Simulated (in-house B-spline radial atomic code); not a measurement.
# Ba⁵⁺: highest level by several methods

In exact Kohn-Sham theory the highest occupied level equals minus the energy to remove an electron. How near do common methods come for Ba⁵⁺?

Program: in-house B-spline radial atomic code version 1. Level of theory: scalar-relativistic (X2C), several functionals, spin-polarised; spherical all-electron atom at the radial basis limit. These are calculated values, not measurements, unless marked.

**1. The atom as given**

* element: barium (Z = 56)
* charge: +5
* electrons: 51
* configuration: [Kr] 4d10 5s2 5p3
* nucleus: Fermi, rms radius 4.838 fm

Outer shells as boxes (Hund's rule):

[Kr] 4d10 5s2 5p3
```
[Kr] core
4d [↑↓][↑↓][↑↓][↑↓][↑↓]
5s [↑↓]
5p [↑ ][↑ ][↑ ]
```

Where spins are not typed, each open shell is filled with up spins first.

**2. LDA (VWN5)**

The run's settings:

```ini
Z = 56
electrons = 51.0
configuration = [Kr] 4d10 5s2 5p3
hamiltonian = x2c
method = lda,vwn
spin_polarised = True
nucleus = fermi
rms_radius = 4.8378
mass_number = 138
atomic_mass = 137.905247059
speed_of_light = 137.035999084
```

**3. Hartree-Fock**

The settings differ from step 2 so:

```diff
@@ -4,3 +4,3 @@
 hamiltonian = x2c
-method = lda,vwn
+method = hf
 spin_polarised = True
```

**4. revTPSS, a meta-GGA**

The settings differ from step 3 so:

```diff
@@ -4,3 +4,3 @@
 hamiltonian = x2c
-method = hf
+method = revtpss,revtpss
 spin_polarised = True
```

**5. B97-1, a global hybrid**

The settings differ from step 4 so:

```diff
@@ -4,3 +4,3 @@
 hamiltonian = x2c
-method = revtpss,revtpss
+method = b97_1
 spin_polarised = True
```

**6. SCAN, a meta-GGA**

The settings differ from step 5 so:

```diff
@@ -4,3 +4,3 @@
 hamiltonian = x2c
-method = b97_1
+method = scan,scan
 spin_polarised = True
```

**Question.** The tabulated ionisation energy is 71 ± 2 eV (tabulated theoretical; NIST Atomic Spectra Database). What does each method give, and which comes nearest?

As calculated:

| method | rung | total energy (hartree) | −ε highest (eV) | −ε less tabulated (eV) |
| --- | --- | --- | --- | --- |
| LDA (VWN5) | LDA | -8121.9601 | 67.754 (5p up) | -3.246 |
| revTPSS | meta-GGA | -8127.5205 | 67.889 (5p up) | -3.111 |
| SCAN | meta-GGA | -8129.5275 | 68.314 (5p up) | -2.686 |
| B97-1 | global hybrid | -8128.8000 | 69.043 (5p up) | -1.957 |
| Hartree-Fock | Hartree-Fock | -8126.0731 | 73.825 (5p up) | +2.825 |

What this shows: Tables give 71 ± 2 eV (tabulated theoretical; NIST Atomic Spectra Database) for the ionisation energy. B97-1 misses by -1.957 eV, the least, and LDA (VWN5) by -3.246 eV (4.6 %), the most. Mean absolute error by rung (exchange-only levels left out): LDA 3.25 eV, meta-GGA 2.90 eV, global hybrid 1.96 eV, Hartree-Fock 2.83 eV. Relativistic terms that these runs lack can be as large as the gaps between close methods, so the nearest may be so by luck. Spin-orbit coupling is left out.
